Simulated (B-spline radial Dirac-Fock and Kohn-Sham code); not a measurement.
# N³⁻: core levels and X-ray properties

Aim: for N³⁻, compute its X-ray form factor and Compton profile, the binding energy of each subshell, its photoionisation cross sections, the widths and yields of its core holes and its two-hole states.

Program: B-spline radial Dirac-Fock and Kohn-Sham code, version 2. Model: a free atom or ion on a radial basis; each step names its model. All values are calculated, but those marked as tabulated.

### Step 1. What is computed

N³⁻, configuration [He] 2s2 2p6, inside a Watson sphere of charge +3 and radius 1.752 Å (a model of the Madelung potential; inside it an electron's potential energy is lowered by 24.7 eV).

* nuclear charge: 7
* electrons: 10
* mass number: 14
* nuclear rms radius: 2.5582 fm

Outer shells as boxes (Hund's rule, for the drawing alone; heavy ions are jj-coupled, and the calculation averages over the configuration):

```
[He] core
2s [↑↓]
2p [↑↓][↑↓][↑↓]
```

### Step 2. Scattering by the electron cloud

Model: Dirac-Fock average of configuration, finite nucleus; form factor of the spherical density, Waller-Hartree incoherent function, impulse-approximation Compton profiles.

Recorded inputs:

```ini
task = scatter
Z = 7
charge = -3
configuration = 1s2 2s2 2p6
mass_number = 14
rms_radius = 2.5582  # fm
s = [0.0, 0.05, 0.06, 0.07, 0.09, 0.11, 0.13, 0.16, 0.2, 0.25, 0.3, 0.37, 0.46, 0.56, 0.69, 0.85, 1.05, 1.29, 1.58, 1.95, 2.39, 2.94, 3.61]  # 1/A
pz = [0, 0.1, 0.2, 0.3, 0.4, 0.5, 0.6, 0.8, 1.0, 1.2, 1.4, 1.6, 1.8, 2.0, 2.5, 3.0, 4.0, 5.0, 7.0, 10.0, 15.0, 20.0, 30.0, 40.0, 60.0, 100.0]  # a.u.
photon_energy = [2000, 8047.8, 10000, 20000, 30000, 100000, 200000, 1000000]  # eV
watson_charge = 3  # e
watson_radius = 1.752  # A
```

From the run's result record (rounded, not every field):

```text
status: converged
form_factor [e]: [10.0, 9.2251, 8.922, 8.5897, 7.8744, 7.1453, 6.4502, 5.5282, 4.5559, 3.687, 3.0796, 2.4992, 2.0443, 1.7648, 1.564, 1.3999, 1.2187, 1.0076, 0.77781, 0.54643, 0.35722, 0.21385, 0.1197]
incoherent: [-1.0534e-12, 1.1137, 1.5076, 1.9154, 2.7176, 3.4507, 4.0965, 4.921, 5.8125, 6.6529, 7.2363, 7.7506, 8.1295, 8.3896, 8.6393, 8.9025, 9.1893, 9.4618, 9.6862, 9.8473, 9.9353, 9.9769, 9.9928]
compton_total [1/a.u.]: [5.602, 5.5555, 5.3759, 5.0024, 4.4429, 3.7791, 3.1111, 2.0095, 1.304, 0.89281, 0.65391, 0.50881, 0.41496, 0.3495, 0.24735, 0.18753, 0.11623, 0.073123, 0.029017, 0.0078856, 0.0012622, 0.00029121, 3.1764e-05, 6.205e-06, 6.0195e-07, 3.2676e-08]
shells: ["1s1/2", "2s1/2", "2p1/2", "2p3/2"]
occupation: [2.0, 2.0, 2.0, 4.0]
mean_momentum [a.u.]: [5.6159, 1.1557, 1.1589, 1.1558]
r2 [bohr^2]: 45.656
r_inverse [1/bohr]: 19.369
r1 [bohr]: 16.738
coherent [b]: [36.632, 7.1147, 5.313, 2.0097, 1.0441, 0.11607, 0.029903, 0.001209]
incoherent_cross_section [b]: [2.0988, 4.7839, 5.0131, 5.5147, 5.6053, 4.8823, 4.053, 2.1116]
```

Form factor and incoherent function, every second point:

```
s (1/Å)   f (e)  f / N   S(s)
      0   10.00  1.000      0
 0.0600   8.922  0.892  1.508
 0.0900   7.874  0.787  2.718
  0.130   6.450  0.645  4.097
  0.200   4.556  0.456  5.813
  0.300   3.080  0.308  7.236
  0.460   2.044  0.204  8.130
  0.690   1.564  0.156  8.639
   1.05   1.219  0.122  9.189
   1.58  0.7778  0.078  9.686
   2.39  0.3572  0.036  9.935
   3.61  0.1197  0.012  9.993
```

### Step 3. Core and valence levels

Model: Dirac-Fock average of configuration, Delta-SCF, finite nucleus, first-order Breit with its frequency dependence, self-energy and vacuum polarisation.

Recorded inputs:

```ini
task = binding
```

From the run's result record (rounded, not every field):

```text
status: converged
shells: ["K", "L1", "L2", "L3"]
total_energy_parts [Ha]: [-62.2195328, 0.00483844313, -0.000141368312, 0.0, 0.0030436822, -0.000141016286]
koopmans [eV]: [421.535, 22.6925, 7.61966, 7.59699]
dirac_coulomb [eV]: [400.161, 19.0444, 5.36605, 5.36003]
gaunt [eV]: [-0.103389, -0.00044197, -0.000423441, 0.000904445]
retardation [eV]: [7.49362e-05, -0.00037507, -9.75367e-05, -9.74009e-05]
breit_frequency [eV]: [0.0, 0.0, 0.0, 0.0]
self_energy [eV]: [-0.0347136, -0.0016267, 9.32225e-05, 6.01003e-05]
vacuum_polarisation [eV]: [0.00161658, 7.31249e-05, -3.09233e-06, -3.07368e-06]
binding [eV]: [400.024, 19.042, 5.36562, 5.36089]
mean_radius [bohr]: [0.22807, 1.48846, 2.21357, 2.21933]
```

total_energy_parts: Dirac-Coulomb, Gaunt, retardation, frequency dependence, self-energy, vacuum polarisation. 

The binding energies by parts, in eV; the parts add up.

| level | -ε | relaxation | Breit | QED | binding |
| --- | --- | --- | --- | --- | --- |
| 1s | 421.5 | -21.37 | -0.10 | -0.03 | 400.0 |
| 2s | 22.69 | -3.65 | 0.00 | 0.00 | 19.04 |
| 2p1/2 | 7.62 | -2.25 | 0.00 | 0.00 | 5.37 |
| 2p3/2 | 7.60 | -2.24 | 0.00 | 0.00 | 5.36 |

### Step 4. Photoionisation

Model: independent-particle photoionisation: Dirac-Hartree-Slater potential of the initial state with a Latter tail for bound and continuum orbitals, all multipoles in the length form, thresholds from Dirac-Fock Delta-SCF.

Settings, as recorded:

```ini
task = photo
photon_energy = [37.0, 40.81, 564.0, 600, 1253.6, 1310.0, 2690.0, 2940.0, 3350.0, 4030.0, 5414.7, 8047.8, 9251.7, 17479.3, 30000, 100000.0]  # eV
```

From the run's result record (rounded, not every field):

```text
status: converged
shells: ["K", "L1", "L2", "L3"]
occupation: [2.0, 2.0, 2.0, 4.0]
threshold [eV]: [400.024, 19.042, 5.36562, 5.36089]
sigma [Mb]:
  - ["K", "-", "-", 0.333, 0.287, 0.0403, 0.0356, 0.00446, 0.00342, 0.00232, 0.00132, 0.000536, 0.000156, 0.0001, 1.3e-05, 2.23e-06, 4.13e-08]
  - ["L1", 0.781, 0.815, 0.0121, 0.0105, 0.00157, 0.00139, 0.000188, 0.000146, 9.98e-05, 5.73e-05, 2.36e-05, 6.97e-06, 4.5e-06, 5.92e-07, 1.02e-07, 1.91e-09]
  - ["L2", 1.12, 0.958, 0.00108, 0.000838, 6.71e-05, 5.84e-05, 3.66e-06, 2.55e-06, 1.53e-06, 6.52e-07, 2.2e-07, 4.4e-08, 2.47e-08, 1.81e-09, 1.91e-10, 1.4e-12]
  - ["L3", 2.24, 1.91, 0.00213, 0.00166, 0.000133, 0.000116, 7.22e-06, 5.03e-06, 3.01e-06, 1.28e-06, 4.32e-07, 8.6e-08, 4.82e-08, 3.5e-09, 3.65e-10, 2.51e-12]
beta_dipole:
  - ["K", "-", "-", 2.0, 2.0, 2.0, 2.0, 2.0, 2.0, 2.0, 2.0, 2.0, 2.0, 2.0, 2.0, 2.0, 1.98]
  - ["L1", 2.0, 2.0, 2.0, 2.0, 2.0, 2.0, 2.0, 2.0, 2.0, 2.0, 2.0, 2.0, 2.0, 2.0, 2.0, 1.98]
  - ["L2", 1.34, 1.36, 0.781, 0.751, 0.552, 0.505, 0.259, 0.241, 0.237, 0.153, 0.115, 0.0729, 0.0571, 0.0296, -0.0336, -0.214]
  - ["L3", 1.34, 1.36, 0.78, 0.75, 0.549, 0.501, 0.251, 0.233, 0.227, 0.14, 0.0989, 0.05, 0.0311, -0.0157, -0.107, -0.419]
```

Rows start with the subshell; columns follow the photon energies; blanks lie below or just at threshold.

Summed over subshells:

```csv
hν (eV),total (kb),K (%),L (%)
37.000,4140,-,100.0
40.810,3680,-,100.0
564.00,348,95.6,4.4
600.00,300,95.7,4.3
1253.6,42.0,95.8,4.2
1310.0,37.2,95.8,4.2
2690.0,4.66,95.7,4.3
2940.0,3.58,95.7,4.3
3350.0,2.42,95.7,4.3
4030.0,1.38,95.7,4.3
5414.7,0.560,95.7,4.3
8047.8,0.163,95.6,4.4
9251.7,0.105,95.6,4.4
17479,0.0136,95.6,4.4
30000,0.00233,95.6,4.4
100000,4.32e-05,95.6,4.4
```

### Step 5. Decay of the holes

Model: independent-particle rates: relativistic LDA orbitals of the hole state, multipoles to L = 3 (length form), Coulomb Auger matrix elements with a Latter-tail continuum; energies from Dirac-Fock.

Recorded inputs:

```ini
task = decay
holes = ["K", "L1", "L2", "L3"]
```

From the run's result record (rounded, not every field):

```text
status: converged
K:
  width_radiative: 0.00055012
  width_radiative_velocity: 0.00062679
  width_nonradiative: 0.1194
  coster_kronig: {}
  radiative: [["L3", 394.66, 0.00036615], ["L2", 394.66, 0.00018397], ["L1", 380.98, 9.1277e-14]]
  auger: [["L2L3", 381.52, 0.041185], ["L1L3", 368.04, 0.024609], ["L3L3", 381.27, 0.023553], ["L1L1", 351.65, 0.016076], ["L1L2", 368.03, 0.012422], ["L2L2", 380.75, 0.001551]]
L1:
  width_radiative: 4.1773e-06
  width_radiative_velocity: 2.4293e-06
  width_nonradiative: 0
  coster_kronig: {}
  radiative: [["L3", 13.681, 2.7864e-06], ["L2", 13.676, 1.3909e-06]]
  auger: []
```

All in eV. For each hole the six strongest lines (shell, energy, width) and Auger groups (final holes, energy, width) are shown.

How each hole decays (widths in eV):

```
   hole  radiative  Auger  Coster-Kronig     total    yield  lifetime (fs)
 K (1s)   5.50e-04  0.119              0     0.120  0.00459           5.49
L1 (2s)   4.18e-06      0              0  4.18e-06     1.00         158000
```

### Step 6. Two holes

Model: Dirac-Fock average of configuration, Delta-SCF, finite nucleus, first-order Breit with its frequency dependence, self-energy and vacuum polarisation; two-hole levels by intermediate coupling within the shell, Auger rates as independent-particle Coulomb matrix elements.

Recorded inputs:

```ini
task = double
```

From the run's result record (rounded, not every field):

```text
status: converged
single_binding [eV]: {"K": 400.0242, "L1": 19.04201, "L2": 5.365619, "L3": 5.36089}
double_binding [eV]: {"KK": 873.1007, "KL2": 413.7421, "KL3": 413.7233, "L1L1": 48.88838, "L1L2": 32.30548, "L1L3": 32.29763, "L2L2": 19.30661, "L2L3": 18.61934, "L3L3": 18.83372}
kalpha_Ln [eV]:
  - [0, 394.6599, 459.3694]
  - [1, 394.9788, 461.024]
  - [2, 396.5432, 464.2366]
  - [3, 399.6762, 469.0592]
  - [4, 404.4885, 475.4601]
  - [5, 410.957, 483.3801]
auger_lines [eV]:
  K-L123: [["L2L3", 2, 0.669615, 380.463, 0.0617045], ["L1L3", 1, 0.666081, 362.716, 0.0271271], ["L1L1", 0, 0.959327, 349.945, 0.0122163], ["L3L3", 0, 0.636197, 379.221, 0.00847821], ["L1L3", 2, 1.0, 369.396, 0.00548883], ["L1L2", 1, 0.666081, 369.391, 0.00332362]]
```

Auger rows: leading holes, J, purity, kinetic energy, width; the six strongest of each group. kalpha_Ln rows: L holes, Kα centroid, hypersatellite. Left out are hole states that did not converge, or in which two open shells of one symmetry are about equally filled, where the average of configuration falls too low.

Hole-hole repulsion U = E(ab) - E(a) - E(b), in eV:

| holes | double | sum of singles | U |
| --- | --- | --- | --- |
| K K | 873.1 | 800.0 | 73.05 |
| K L2 | 413.7 | 405.4 | 8.35 |
| K L3 | 413.7 | 405.4 | 8.34 |
| L1 L1 | 48.89 | 38.08 | 10.80 |
| L1 L2 | 32.31 | 24.41 | 7.90 |
| L1 L3 | 32.30 | 24.40 | 7.89 |
| L2 L2 | 19.31 | 10.73 | 8.58 |
| L2 L3 | 18.62 | 10.73 | 7.89 |
| L3 L3 | 18.83 | 10.72 | 8.11 |

### Step 7. Outcome

| quantity | value |
| --- | --- |
| rms radius of the electron cloud | 2.14 bohr |
| form factor halves at | 0.18 1/Å |
| Compton profile at zero | 5.602 1/a.u. |
| deepest level listed, K (1s) | 400.0 eV |
| least bound, L3 (2p3/2) | 5.36 eV |
| Kα1 | 394.7 eV |
| total at 1310.0 eV | 37.2 kb |
| strongest subshell at 1310.0 eV | K (1s), 35.6 kb, β = 2.00 |
| K hole: width, yield | 0.120 eV, 0.00459 |
| its lifetime | 5.49 fs |
| its strongest line | Kα1 (K-L3), 394.7 eV |
| largest U, K K | 73.05 eV |
| Kα hypersatellite shift | +64.7 eV |
| strongest line of K-L123 | L2L3, J = 2, 380.5 eV |

What this shows: f falls from 10 to half of that at s = 0.18 1/Å. Incoherent scattering outweighs coherent from 20.0 keV on, among the energies asked. For K (1s), relaxation takes off 21.4 eV, Breit terms shift it by -0.10 and QED by -0.03 eV. K (1s) leads at 1310.0 eV with 96 % of the total, and the K shell holds 96 % at 100000 eV. Under 200 eV, coupling between channels can change such values by tens of per cent. With a yield of 0.0046, electron emission is the main way out for the K hole, in 5.5 fs. U runs from 7.89 eV (L2 L3) to 73.05 eV (K K). An empty K shell moves Kα up by 65 eV. In the K-L123 Auger group the L2L3 J = 2 line carries 52 % of the rate. The Hartree-Fock and Dirac-Fock values hold no electron correlation.
